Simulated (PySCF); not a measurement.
# NiH₆O₆ (-3): ligand-field states, part 2 of 2

PySCF 2.14.0. Atoms count from 0. The steps go on from the part before.

## (5) Ligand-field states: state-averaged CASSCF (axial bond length × 1.05) in water

Job settings and geometry (Å):

```
{"job": {"kind": "lf", "basis": {"metal": "x2c-TZVPall", "ligand": "x2c-SVPall"}, "nevpt": true, "solvent": "water", "reuse": true}, "charge": -3, "metal": "Ni", "open_shell": "d7"}
Ni     0.000000     0.000000     0.000000
O      0.000000     0.000000     2.026500
H      0.800000     0.000000     2.566500
O      0.000000     0.000000    -2.026500
H     -0.800000     0.000000    -2.566500
O      1.930000     0.000000     0.000000
H      2.470000     0.800000     0.000000
O     -1.930000     0.000000     0.000000
H     -2.470000    -0.800000     0.000000
O      0.000000     1.930000     0.000000
H      0.000000     2.470000     0.800000
O     -0.000000    -1.930000     0.000000
H     -0.000000    -2.470000    -0.800000
```

With the program's defaults for keys left out, this is: state-averaged CASSCF of the metal d shell, SC-NEVPT2 on the averaged canonical orbitals, state-interaction spin-orbit coupling.

The log of the run:

```text
basis functions 162, electrons 85, active (7e, 5o)
start from the orbitals of the previous structure
stage 1: DIIS on the effective Fock matrix, level shift 0.30
cycle   1  E = -1970.0871370495  dE = -1.970e+03  max|g| = 2.487e+00
cycle   2  E = -1971.6373159647  dE = -1.550e+00  max|g| = 2.389e-01
cycle   3  E = -1971.7222348355  dE = -8.492e-02  max|g| = 1.552e-01
cycle   4  E = -1971.6515185452  dE =  7.072e-02  max|g| = 1.678e-01
cycle   5  E = -1971.5849998459  dE =  6.652e-02  max|g| = 1.605e-01
cycle   6  E = -1971.5585598920  dE =  2.644e-02  max|g| = 1.685e-01
cycle   7  E = -1971.5559355074  dE =  2.624e-03  max|g| = 1.717e-01
cycle   8  E = -1971.5897175129  dE = -3.378e-02  max|g| = 1.435e-01
cycle   9  E = -1971.6670841921  dE = -7.737e-02  max|g| = 1.302e-01
cycle  10  E = -1971.7200193734  dE = -5.294e-02  max|g| = 1.006e-01
cycle  11  E = -1971.7039347985  dE =  1.608e-02  max|g| = 1.316e-01
cycle  12  E = -1971.6467366455  dE =  5.720e-02  max|g| = 1.603e-01
cycle  13  E = -1971.5193594261  dE =  1.274e-01  max|g| = 2.400e-01
cycle  14  E = -1971.3919209963  dE =  1.274e-01  max|g| = 2.551e-01
cycle  15  E = -1971.3101515091  dE =  8.177e-02  max|g| = 2.955e-01
stage 2: quasi-Newton rotations from the point of smallest gradient
cycle  17  E = -1971.7884739341  dE = -6.845e-02  max|g| = 3.316e-02
cycle  18  E = -1971.7916975411  dE = -3.224e-03  max|g| = 2.981e-02
cycle  19  E = -1971.7923417561  dE = -6.442e-04  max|g| = 1.579e-02
cycle  20  E = -1971.7925855374  dE = -2.438e-04  max|g| = 2.282e-03
cycle  21  E = -1971.7925907960  dE = -5.259e-06  max|g| = 7.596e-04
cycle  22  E = -1971.7925921670  dE = -1.371e-06  max|g| = 1.050e-04
cycle  23  E = -1971.7925922398  dE = -7.278e-08  max|g| = 5.029e-05
cycle  24  E = -1971.7925922469  dE = -7.126e-09  max|g| = 1.015e-05
cycle  25  E = -1971.7925922473  dE = -4.270e-10  max|g| = 3.343e-06
converged average energy = -1971.7925922473

 mult deg   label        CASSCF/cm-1   NEVPT2/cm-1
   4   1   4Ag                 0.0           0.0
   4   1   4Ag               187.2         351.7
   4   1   4Ag               580.4        1146.1
   2   1   2Ag             10532.3        1628.2
   2   1   2Ag             13379.1        5802.7
   4   1   4Ag              8288.9       13625.2
   4   1   4Ag              9755.1       15270.3
   4   1   4Ag             10091.1       16002.8
   2   1   2Ag             19058.4       16494.3
   2   1   2Ag             19323.8       17195.9
   2   1   2Ag             20366.9       18645.4
   2   1   2Ag             21064.5       19471.1
   2   1   2Ag             21436.1       20288.1
   2   1   2Ag             21772.1       21152.2
   2   1   2Ag             26082.7       23503.5
   2   1   2Ag             26747.0       23649.6
   2   1   2Ag             26481.8       24172.2
   4   1   4Ag             25939.0       28141.4
   4   1   4Ag             26540.9       28809.5
   4   1   4Ag             20289.8       31027.4
   4   1   4Ag             28839.2       31881.8
   2   1   2Ag             30941.8       32113.5
   2   1   2Ag             29206.6       33369.3
   2   1   2Ag             31617.0       33524.6
   2   1   2Ag             32362.8       34668.4
   2   1   2Ag             33408.1       36883.8
   2   1   2Ag             34242.5       37680.0
   2   1   2Ag             34643.1       38477.9
   2   1   2Ag             36640.9       39983.3
   2   1   2Ag             36940.7       40584.0
   2   1   2Ag             40538.4       43461.4
   2   1   2Ag             40088.1       43563.8
   2   1   2Ag             40498.2       44230.8
   2   1   2Ag             41130.7       45990.4
   2   1   2Ag             41896.2       47337.8
   2   1   2Ag             49886.1       47432.7
   2   1   2Ag             50997.5       48513.9
   2   1   2Ag             42672.3       48758.9
   2   1   2Ag             51294.6       48895.2
   2   1   2Ag             43344.0       50843.5
   2   1   2Ag             43494.6       51372.4
   2   1   2Ag             54615.7       55513.5
   2   1   2Ag             53747.1       55833.9
   2   1   2Ag             54191.3       56408.6
   2   1   2Ag             54943.6       56928.4
   2   1   2Ag             79157.9       75103.5
   2   1   2Ag             79676.6       77301.9
   2   1   2Ag             80617.0       78101.0
   2   1   2Ag             81520.8       79339.2
   2   1   2Ag             82461.7       79610.3

spin-orbit levels / cm-1
      0.00  x2  4Ag 0.66 4Ag 0.25 4Ag 0.06
    321.98  x2  4Ag 0.79 4Ag 0.14 4Ag 0.05
    665.62  x2  4Ag 0.69 4Ag 0.11 2Ag 0.10
   1027.07  x2  4Ag 0.59 4Ag 0.22 2Ag 0.10
   1632.24  x2  4Ag 0.72 4Ag 0.14 2Ag 0.07
   1830.83  x2  4Ag 0.80 4Ag 0.12 4Ag 0.05
   2743.13  x2  2Ag 0.67 4Ag 0.15 4Ag 0.13
   6494.10  x2  2Ag 0.97
  14035.92  x2  4Ag 0.95
  14183.53  x2  4Ag 0.98
  15524.42  x2  4Ag 0.84 2Ag 0.14
  15777.72  x2  4Ag 0.92 4Ag 0.05
  16224.47  x2  4Ag 0.81 2Ag 0.15
  16587.26  x2  4Ag 0.92 4Ag 0.05
  17413.92  x2  2Ag 0.77 4Ag 0.15 4Ag 0.03
  18109.17  x2  2Ag 0.77 4Ag 0.15
  19160.16  x2  2Ag 0.88 2Ag 0.06
  20145.88  x2  2Ag 0.90 2Ag 0.06
  20916.42  x2  2Ag 0.93
  21910.44  x2  2Ag 0.94
  23817.01  x2  2Ag 0.71 2Ag 0.21 2Ag 0.03
  24043.01  x2  2Ag 0.65 2Ag 0.17 2Ag 0.14
  24783.82  x2  2Ag 0.77 2Ag 0.12 2Ag 0.09
  28590.04  x2  4Ag 0.83 4Ag 0.16
  28764.93  x2  4Ag 0.92 4Ag 0.05
  29428.04  x2  4Ag 0.92 4Ag 0.04
  29620.14  x2  4Ag 0.81 4Ag 0.15
  31458.00  x2  4Ag 0.88 2Ag 0.09
  31528.86  x2  4Ag 0.95
  32383.25  x2  4Ag 0.88 2Ag 0.04
```

It took 11 s on 1 thread of AMD EPYC 7R43, shared host; peak memory 0.44 GiB.

From this job:

| quantity | value |
| --- | --- |
| spin-orbit constant ζ | 686 cm⁻¹ |

Powder susceptibility:

| T (K) | χT (cm³ K/mol) | μ(eff) |
| --- | --- | --- |
| 2 | 2.016 | 4.01 |
| 20 | 2.126 | 4.12 |
| 100 | 2.597 | 4.56 |
| 300 | 3.075 | 4.96 |

## (6) Ligand-field states: state-averaged CASSCF (axial bond length × 1.1) in water

The job, as its differences from that of step 5:

```diff
@@ -2,6 +2,6 @@
 Ni     0.000000     0.000000     0.000000
-O      0.000000     0.000000     2.026500
-H      0.800000     0.000000     2.566500
-O      0.000000     0.000000    -2.026500
-H     -0.800000     0.000000    -2.566500
+O      0.000000     0.000000     2.123000
+H      0.800000     0.000000     2.663000
+O      0.000000     0.000000    -2.123000
+H     -0.800000     0.000000    -2.663000
 O      1.930000     0.000000     0.000000
```

Method: state-averaged CASSCF of the metal d shell, SC-NEVPT2 on the averaged canonical orbitals, state-interaction spin-orbit coupling.

The log of the run:

```text
basis functions 162, electrons 85, active (7e, 5o)
start from the orbitals of the previous structure
stage 1: DIIS on the effective Fock matrix, level shift 0.30
cycle   1  E = -1971.5304014558  dE = -1.972e+03  max|g| = 8.992e-01
cycle   2  E = -1971.5745340176  dE = -4.413e-02  max|g| = 2.632e-01
cycle   3  E = -1971.6967927337  dE = -1.223e-01  max|g| = 4.106e-01
cycle   4  E = -1971.7230148277  dE = -2.622e-02  max|g| = 1.208e-01
cycle   5  E = -1971.7735533839  dE = -5.054e-02  max|g| = 7.697e-02
cycle   6  E = -1971.7422716795  dE =  3.128e-02  max|g| = 1.150e-01
cycle   7  E = -1971.5530254901  dE =  1.892e-01  max|g| = 2.338e-01
cycle   8  E = -1971.1442404829  dE =  4.088e-01  max|g| = 4.823e-01
cycle   9  E = -1970.6913563496  dE =  4.529e-01  max|g| = 7.759e-01
cycle  10  E = -1970.3072928160  dE =  3.841e-01  max|g| = 1.068e+00
cycle  11  E = -1970.0322702319  dE =  2.750e-01  max|g| = 1.219e+00
cycle  12  E = -1969.8319544298  dE =  2.003e-01  max|g| = 1.298e+00
cycle  13  E = -1969.6940236282  dE =  1.379e-01  max|g| = 1.333e+00
cycle  14  E = -1969.6694708848  dE =  2.455e-02  max|g| = 1.309e+00
cycle  15  E = -1969.6034918184  dE =  6.598e-02  max|g| = 1.301e+00
stage 2: quasi-Newton rotations from the point of smallest gradient
cycle  17  E = -1971.7905248503  dE = -1.697e-02  max|g| = 7.183e-02
cycle  18  E = -1971.7939088247  dE = -3.384e-03  max|g| = 1.523e-02
cycle  19  E = -1971.7947937668  dE = -8.849e-04  max|g| = 3.733e-03
cycle  20  E = -1971.7948134170  dE = -1.965e-05  max|g| = 9.050e-04
cycle  21  E = -1971.7948154288  dE = -2.012e-06  max|g| = 3.395e-04
cycle  22  E = -1971.7948157107  dE = -2.819e-07  max|g| = 1.482e-04
cycle  23  E = -1971.7948157375  dE = -2.678e-08  max|g| = 3.033e-05
cycle  24  E = -1971.7948157409  dE = -3.354e-09  max|g| = 8.141e-06
converged average energy = -1971.7948157409

 mult deg   label        CASSCF/cm-1   NEVPT2/cm-1
   4   1   4Ag                 0.0           0.0
   4   1   4Ag               305.0         526.4
   2   1   2Ag             10261.0        1049.1
   4   1   4Ag               841.6        1753.6
   2   1   2Ag             15480.6        8892.8
   4   1   4Ag              6851.3       11763.8
   2   1   2Ag             17768.8       14184.2
   4   1   4Ag              9439.7       14625.6
   2   1   2Ag             18235.2       15473.8
   4   1   4Ag             10005.6       15922.9
   2   1   2Ag             20208.9       18518.8
   2   1   2Ag             21532.8       20043.3
   2   1   2Ag             22123.0       21548.7
   2   1   2Ag             22157.5       21969.5
   2   1   2Ag             25463.4       23489.4
   2   1   2Ag             26837.4       23684.0
   2   1   2Ag             25942.3       24509.7
   4   1   4Ag             25070.4       26969.5
   4   1   4Ag             25755.8       28037.4
   4   1   4Ag             19076.3       29698.1
   2   1   2Ag             31083.7       31801.8
   2   1   2Ag             28417.3       32218.1
   2   1   2Ag             31797.8       33245.3
   4   1   4Ag             29941.9       33474.6
   2   1   2Ag             32683.1       34603.6
   2   1   2Ag             32398.5       35420.0
   2   1   2Ag             34202.6       37595.8
   2   1   2Ag             34856.2       38908.0
   2   1   2Ag             35885.8       39009.3
   2   1   2Ag             36679.9       40489.5
   2   1   2Ag             39424.9       41274.3
   2   1   2Ag             38949.2       41749.9
   2   1   2Ag             39630.3       42949.7
   2   1   2Ag             40332.4       45548.1
   2   1   2Ag             41080.7       46943.7
   2   1   2Ag             49798.6       48273.5
   2   1   2Ag             41958.2       48855.6
   2   1   2Ag             42736.5       49661.3
   2   1   2Ag             51388.3       49964.6
   2   1   2Ag             42495.7       50257.0
   2   1   2Ag             51620.3       50641.4
   2   1   2Ag             53525.1       54651.1
   2   1   2Ag             54542.7       55350.1
   2   1   2Ag             54099.4       55977.2
   2   1   2Ag             54746.5       56397.8
   2   1   2Ag             77809.3       73357.9
   2   1   2Ag             79031.4       76769.0
   2   1   2Ag             80363.3       77486.6
   2   1   2Ag             81299.2       78726.6
   2   1   2Ag             83208.8       80385.9

spin-orbit levels / cm-1
      0.00  x2  4Ag 0.74 4Ag 0.15 2Ag 0.07
    354.26  x2  4Ag 0.83 4Ag 0.12
    754.81  x2  4Ag 0.64 2Ag 0.26 4Ag 0.07
   1145.71  x2  4Ag 0.74 4Ag 0.13 2Ag 0.08
   1915.59  x2  4Ag 0.31 2Ag 0.30 4Ag 0.27
   2352.24  x2  4Ag 0.91 4Ag 0.04
   2685.06  x2  4Ag 0.60 2Ag 0.25 4Ag 0.13
   9512.90  x2  2Ag 0.98
  12191.33  x2  4Ag 0.95
  12343.67  x2  4Ag 0.98
  14315.62  x2  2Ag 0.59 4Ag 0.36
  15129.58  x2  4Ag 0.95 4Ag 0.03
  15490.30  x2  2Ag 0.40 4Ag 0.28 4Ag 0.23
  15806.37  x2  4Ag 0.36 2Ag 0.27 2Ag 0.20
  16496.06  x2  4Ag 0.94 4Ag 0.03
  16984.45  x2  4Ag 0.63 2Ag 0.36
  19039.80  x2  2Ag 0.93
  20668.42  x2  2Ag 0.95
  22098.99  x2  2Ag 0.85 2Ag 0.12
  22695.94  x2  2Ag 0.84 2Ag 0.12
  23826.44  x2  2Ag 0.65 2Ag 0.26 4Ag 0.04
  24090.05  x2  2Ag 0.64 2Ag 0.24 2Ag 0.07
  25053.71  x2  2Ag 0.87 2Ag 0.06 2Ag 0.03
  27483.92  x2  4Ag 0.90 4Ag 0.09
  27636.91  x2  4Ag 0.93 4Ag 0.03
  28666.42  x2  4Ag 0.95
  28825.65  x2  4Ag 0.87 4Ag 0.08 2Ag 0.03
  30235.32  x2  4Ag 0.96
  30255.19  x2  4Ag 0.97
  32427.59  x2  2Ag 0.87 2Ag 0.06
```

It took 11 s on 1 thread of AMD EPYC 7R43, shared host; peak memory 0.44 GiB.

From this job:

| quantity | value |
| --- | --- |
| spin-orbit constant ζ | 687 cm⁻¹ |

Powder susceptibility:

| T (K) | χT (cm³ K/mol) | μ(eff) |
| --- | --- | --- |
| 2 | 1.869 | 3.87 |
| 20 | 1.961 | 3.96 |
| 100 | 2.360 | 4.34 |
| 300 | 2.832 | 4.76 |

## (7) Ligand-field states: state-averaged CASSCF (axial bond length × 1.2) in water

The job, as its differences from that of step 6:

```diff
@@ -2,6 +2,6 @@
 Ni     0.000000     0.000000     0.000000
-O      0.000000     0.000000     2.123000
-H      0.800000     0.000000     2.663000
-O      0.000000     0.000000    -2.123000
-H     -0.800000     0.000000    -2.663000
+O      0.000000     0.000000     2.316000
+H      0.800000     0.000000     2.856000
+O      0.000000     0.000000    -2.316000
+H     -0.800000     0.000000    -2.856000
 O      1.930000     0.000000     0.000000
```

Method: state-averaged CASSCF of the metal d shell, SC-NEVPT2 on the averaged canonical orbitals, state-interaction spin-orbit coupling.

The log of the run:

```text
basis functions 162, electrons 85, active (7e, 5o)
start from the orbitals of the previous structure
stage 1: DIIS on the effective Fock matrix, level shift 0.30
cycle   1  E = -1971.1959725543  dE = -1.971e+03  max|g| = 1.096e+00
cycle   2  E = -1971.6893832333  dE = -4.934e-01  max|g| = 1.444e-01
cycle   3  E = -1971.6827368669  dE =  6.646e-03  max|g| = 1.275e-01
cycle   4  E = -1971.7652880191  dE = -8.255e-02  max|g| = 9.306e-02
cycle   5  E = -1971.6629758655  dE =  1.023e-01  max|g| = 1.631e-01
cycle   6  E = -1971.5316260999  dE =  1.313e-01  max|g| = 2.349e-01
cycle   7  E = -1971.3597445598  dE =  1.719e-01  max|g| = 3.061e-01
cycle   8  E = -1971.1665187607  dE =  1.932e-01  max|g| = 4.099e-01
cycle   9  E = -1970.7717822884  dE =  3.947e-01  max|g| = 5.972e-01
cycle  10  E = -1970.3811361556  dE =  3.906e-01  max|g| = 8.004e-01
cycle  11  E = -1970.0899537766  dE =  2.912e-01  max|g| = 1.043e+00
cycle  12  E = -1969.8288056396  dE =  2.611e-01  max|g| = 1.181e+00
cycle  13  E = -1969.6106609037  dE =  2.181e-01  max|g| = 1.261e+00
cycle  14  E = -1969.6079579732  dE =  2.703e-03  max|g| = 1.120e+00
cycle  15  E = -1969.8659094882  dE = -2.580e-01  max|g| = 1.066e+00
stage 2: quasi-Newton rotations from the point of smallest gradient
cycle  17  E = -1971.7858894258  dE = -2.060e-02  max|g| = 6.429e-02
cycle  18  E = -1971.7886330324  dE = -2.744e-03  max|g| = 1.750e-02
cycle  19  E = -1971.7895795381  dE = -9.465e-04  max|g| = 4.256e-03
cycle  20  E = -1971.7896052473  dE = -2.571e-05  max|g| = 1.638e-03
cycle  21  E = -1971.7896125673  dE = -7.320e-06  max|g| = 4.229e-04
cycle  22  E = -1971.7896129870  dE = -4.197e-07  max|g| = 8.883e-05
cycle  23  E = -1971.7896130235  dE = -3.642e-08  max|g| = 1.976e-05
cycle  24  E = -1971.7896130270  dE = -3.540e-09  max|g| = 1.045e-05
cycle  25  E = -1971.7896130275  dE = -4.889e-10  max|g| = 3.639e-06
converged average energy = -1971.7896130275

 mult deg   label        CASSCF/cm-1   NEVPT2/cm-1
   2   1   2Ag                 0.0           0.0
   4   1   4Ag             -9704.5         113.9
   4   1   4Ag             -9250.0         830.9
   4   1   4Ag             -8578.8        2536.3
   4   1   4Ag             -4884.6        8797.8
   2   1   2Ag              5654.3        9670.0
   2   1   2Ag              6372.1       11820.5
   4   1   4Ag              -701.1       13341.2
   2   1   2Ag              8876.7       13919.5
   4   1   4Ag               109.1       15274.5
   2   1   2Ag             10216.1       18366.3
   2   1   2Ag             11392.8       20317.7
   2   1   2Ag             12530.6       21013.1
   2   1   2Ag             14584.4       22964.5
   2   1   2Ag             13309.8       23057.6
   2   1   2Ag             16994.9       23782.1
   2   1   2Ag             14999.0       24040.1
   4   1   4Ag             14497.5       25997.2
   4   1   4Ag              7764.4       27737.7
   4   1   4Ag             15370.0       27751.8
   2   1   2Ag             17316.8       29800.3
   2   1   2Ag             21707.5       32010.8
   2   1   2Ag             21372.3       32880.1
   2   1   2Ag             22920.6       33276.8
   2   1   2Ag             22437.4       33301.1
   4   1   4Ag             22227.7       36306.5
   2   1   2Ag             24686.1       36758.2
   2   1   2Ag             25320.0       37485.0
   2   1   2Ag             27939.0       39054.1
   2   1   2Ag             26040.4       39397.5
   2   1   2Ag             28047.1       39687.1
   2   1   2Ag             26928.9       40875.6
   2   1   2Ag             28871.1       41930.6
   2   1   2Ag             29576.7       44908.3
   2   1   2Ag             30386.5       46479.1
   2   1   2Ag             30831.1       46808.5
   2   1   2Ag             31421.1       48519.6
   2   1   2Ag             32633.3       49534.4
   2   1   2Ag             40644.7       50359.9
   2   1   2Ag             41611.8       51759.0
   2   1   2Ag             41937.1       51975.8
   2   1   2Ag             45035.5       55576.9
   2   1   2Ag             44881.8       55612.4
   2   1   2Ag             45243.4       56637.7
   2   1   2Ag             45459.2       56835.8
   2   1   2Ag             66182.5       70914.8
   2   1   2Ag             68426.6       76056.8
   2   1   2Ag             70896.1       77059.2
   2   1   2Ag             71906.5       78560.9
   2   1   2Ag             74947.8       82249.5

spin-orbit levels / cm-1
      0.00  x2  4Ag 0.51 2Ag 0.47
    599.19  x2  4Ag 0.67 4Ag 0.23 2Ag 0.09
    804.23  x2  4Ag 0.42 4Ag 0.26 2Ag 0.25
   1571.46  x2  4Ag 0.88 4Ag 0.07
   2058.35  x2  4Ag 0.58 4Ag 0.25 2Ag 0.13
   3236.56  x2  4Ag 0.96
   3408.10  x2  4Ag 0.89 4Ag 0.07
   9316.92  x2  4Ag 0.82 2Ag 0.16
   9540.38  x2  4Ag 0.94
  10499.81  x2  2Ag 0.76 4Ag 0.18
  12566.47  x2  2Ag 0.90 4Ag 0.03
  13985.52  x2  4Ag 0.95
  14170.99  x2  4Ag 0.96
  14701.23  x2  2Ag 0.97
  16008.21  x2  4Ag 0.94
  16125.71  x2  4Ag 0.96
  19050.57  x2  2Ag 0.95
  21004.41  x2  2Ag 0.90 2Ag 0.06
  21849.53  x2  2Ag 0.92 2Ag 0.06
  23563.84  x2  2Ag 0.80 2Ag 0.06 2Ag 0.04
  23833.13  x2  2Ag 0.84 2Ag 0.08 2Ag 0.05
  24279.52  x2  2Ag 0.74 2Ag 0.08 2Ag 0.08
  24789.77  x2  2Ag 0.83 2Ag 0.07 2Ag 0.04
  26742.56  x2  4Ag 0.94
  26853.83  x2  4Ag 0.90 2Ag 0.03
  28397.50  x2  4Ag 0.51 4Ag 0.44
  28497.90  x2  4Ag 0.80 4Ag 0.16
  28571.80  x2  4Ag 0.60 4Ag 0.38
  28717.36  x2  4Ag 0.68 4Ag 0.26
  30597.48  x2  2Ag 0.98
```

It took 11 s on 1 thread of AMD EPYC 7R43, shared host; peak memory 0.45 GiB.

Warnings kept with the result: spin Hamiltonian not valid, low-lying orbital states.

Key values:

| quantity | value |
| --- | --- |
| spin-orbit constant ζ | 686 cm⁻¹ |

Powder susceptibility:

| T (K) | χT (cm³ K/mol) | μ(eff) |
| --- | --- | --- |
| 2 | 1.007 | 2.84 |
| 20 | 1.043 | 2.89 |
| 100 | 1.204 | 3.10 |
| 300 | 1.614 | 3.59 |

## (8) Ligand field across the series

From the NEVPT2 states (cm⁻¹; the spread is that of the fitted one-electron ligand-field levels):

| step | setting | ground state | next state | orbital spread | Racah B | ζ | μ(eff), 300 K |
| --- | --- | --- | --- | --- | --- | --- | --- |
| 2 | as given | 4Eg | 4Ag at 546 | 16201 | 1166 | 685 | 5.06 |
| 3 | axial bond length × 0.9 | 2Ag | 4Ag at 3894 | 23887 | 1222 | 680 | 1.95 |
| 4 | axial bond length × 0.95 | 2Ag | 4Ag at 809 | 19431 | 1204 | 684 | 2.36 |
| 5 | axial bond length × 1.05 | 4Ag | 4Ag at 352 | 17345 | 1168 | 686 | 4.96 |
| 6 | axial bond length × 1.1 | 4Ag | 4Ag at 526 | 18310 | 1181 | 687 | 4.76 |
| 7 | axial bond length × 1.2 | 2Ag | 4Ag at 114 | 19635 | 1215 | 686 | 3.59 |

## (9) Summary of results

The summary covers parts 1 to 2.

| quantity | value |
| --- | --- |
| spin-orbit constant ζ (step 2, state-averaged CASSCF in water) | 685 cm⁻¹ |
| ground multiplicity, μ(eff) at 300 K (step 2, 6 donors at 1.93 Å) | 4, 5.06 μB |
| ground multiplicity, μ(eff) at 300 K (step 3, 6 donors at 1.74 to 1.93 Å) | 2, 1.95 μB |
| ground multiplicity, μ(eff) at 300 K (step 4, 6 donors at 1.83 to 1.93 Å) | 2, 2.36 μB |
| ground multiplicity, μ(eff) at 300 K (step 5, 6 donors at 1.93 to 2.03 Å) | 4, 4.96 μB |
| ground multiplicity, μ(eff) at 300 K (step 6, 6 donors at 1.93 to 2.12 Å) | 4, 4.76 μB |
| ground multiplicity, μ(eff) at 300 K (step 7, 6 donors at 1.93 to 2.32 Å) | 2, 3.59 μB |

In words: In step 2, χT goes from 1.90 at 2 K to 3.20 cm³ K/mol at 300 K, as higher levels fill or mix in. In step 3 the ground spin is not settled: NEVPT2 puts multiplicity 2 lowest, 3894 cm⁻¹ below multiplicity 4, and CASSCF favours 4. In step 4 the ground spin is not settled: NEVPT2 puts multiplicity 2 lowest, 809 cm⁻¹ below multiplicity 4, and CASSCF favours 4. In step 6 the ground spin is not settled: NEVPT2 puts multiplicity 4 lowest, 1049 cm⁻¹ below multiplicity 2, within the method's error. In step 7 the ground spin is not settled: NEVPT2 puts multiplicity 2 lowest, 114 cm⁻¹ below multiplicity 4, and CASSCF favours 4. The spread of the ligand-field levels runs from 16201 cm⁻¹ (as given) to 23887 cm⁻¹ (axial bond length × 0.9); μ(eff) at 300 K: 1.95 to 5.06 μB; the ground multiplicity changes (4, 2).
